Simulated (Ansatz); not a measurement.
**ClFGeH₂: ionisation energy by level of theory**

An exercise on one series of results from a longer session: the logs are not shown, and one member is left open.

Computed with Ansatz 0.2.0, Gaussian basis. Level: unrestricted cation, the program's frozen cores in correlated methods.

Levels to be run: UKS PBE-D4/def2-TZVPP; UKS r2SCAN-D4/def2-TZVPP; UKS PBE0-D4/def2-TZVPP; UKS B3LYP-D4/def2-TZVPP; UKS wB97X-V/def2-TZVPP; UKS wB97M-V/def2-TZVPP; UKS B2PLYP/def2-TZVPP; UHF-CCSD(T)/def2-TZVPP; UHF-MP2/def2-QZVPP; extrapolation to the limit; then −ε(HOMO) from the neutral's earlier runs with LDA (SPW92), PBE-D4, revPBE-D4, BLYP-D4, r2SCAN-D4, B97M-V, PBE0-D4, B3LYP-D4, r2SCANh-D4, r2SCAN0-D4, HSE06-D4, BHLYP-D4, CAM-B3LYP-D4, LC-ωPBE, ωB97X-V, ωB97M-V.

## The geometry

The geometry comes from an earlier relaxation with PBE0-D4 in a triple-zeta def2 set; it is a stationary point.

5 atoms, charge 0, spin multiplicity 1.

Atoms are counted from 1 here; the program's logs count them from 0.

Bond lengths: F1–Ge2 1.730 Å, Ge2–Cl3 2.133 Å, Ge2–H4 1.528 Å, Ge2–H5 1.528 Å. Angles: F1–Ge2–Cl3 106.4°, F1–Ge2–H4 107.1°, F1–Ge2–H5 107.1°, Cl3–Ge2–H4 109.1°, Cl3–Ge2–H5 109.1°, H4–Ge2–H5 117.4°.

Set-up of the first run:

Contents of in.yaml:

```yaml
crystal:
  periodic: [false, false, false]
  atoms:
    - {symbol: F, position_ang: [-0.242032, -0.508017, 1.588614]}
    - {symbol: Ge, position_ang: [0.139880, -0.089238, -0.045484]}
    - {symbol: Cl, position_ang: [-1.390277, 1.244855, -0.698900]}
    - {symbol: H, position_ang: [0.067600, -1.375535, -0.867389]}
    - {symbol: H, position_ang: [1.474730, 0.654234, -0.018342]}
basis:
  gaussian: {orbitals: def2-TZVPP}
total_charge: 1
magnetization: {spin_polarized: true, initial_magnetization: 1}
hamiltonian: {xc: pbe, dispersion: d4}
```

Among the steps run: Cation, UKS PBE-D4/def2-TZVPP; Cation, UKS r2SCAN-D4/def2-TZVPP; Cation, UKS PBE0-D4/def2-TZVPP; Cation, UKS B3LYP-D4/def2-TZVPP; Cation, UKS wB97X-V/def2-TZVPP; Cation, UKS wB97M-V/def2-TZVPP; Cation, UKS B2PLYP (frozen core)/def2-TZVPP; Cation, UHF-CCSD(T)/def2-TZVPP; Cation, UHF-MP2/def2-QZVPP.

One of the session's tables, all rows but one given; the rest of the session is left out.

For comparison, −ε(HOMO) of the neutral from earlier runs:

| functional | −ε(HOMO) (eV) |
| --- | --- |
| LDA (SPW92) | 7.89 |
| PBE-D4 | 7.80 |
| revPBE-D4 | 7.75 |
| BLYP-D4 | 7.65 |
| r2SCAN-D4 | 8.17 |
| B97M-V | 8.28 |
| PBE0-D4 | 9.22 |
| B3LYP-D4 | 8.95 |
| r2SCANh-D4 | ? |
| r2SCAN0-D4 | 9.46 |
| HSE06-D4 | 8.81 |
| BHLYP-D4 | 10.50 |
| CAM-B3LYP-D4 | 10.59 |
| LC-ωPBE | 12.01 |
| ωB97X-V | 11.64 |
| ωB97M-V | 11.46 |

**Question.** Estimate the row for r2SCANh-D4.

Worked estimate for «−ε(HOMO) (eV)». Against the share of exact exchange, r2SCAN-D4 (0, 8.17), r2SCAN0-D4 (0.25, 9.46) give a slope of 5.16 per unit share; at 0.1 the line stands at 8.69.

As computed: −ε(HOMO) (eV): 8.69. In «−ε(HOMO) (eV)» the line misses by 0.00.
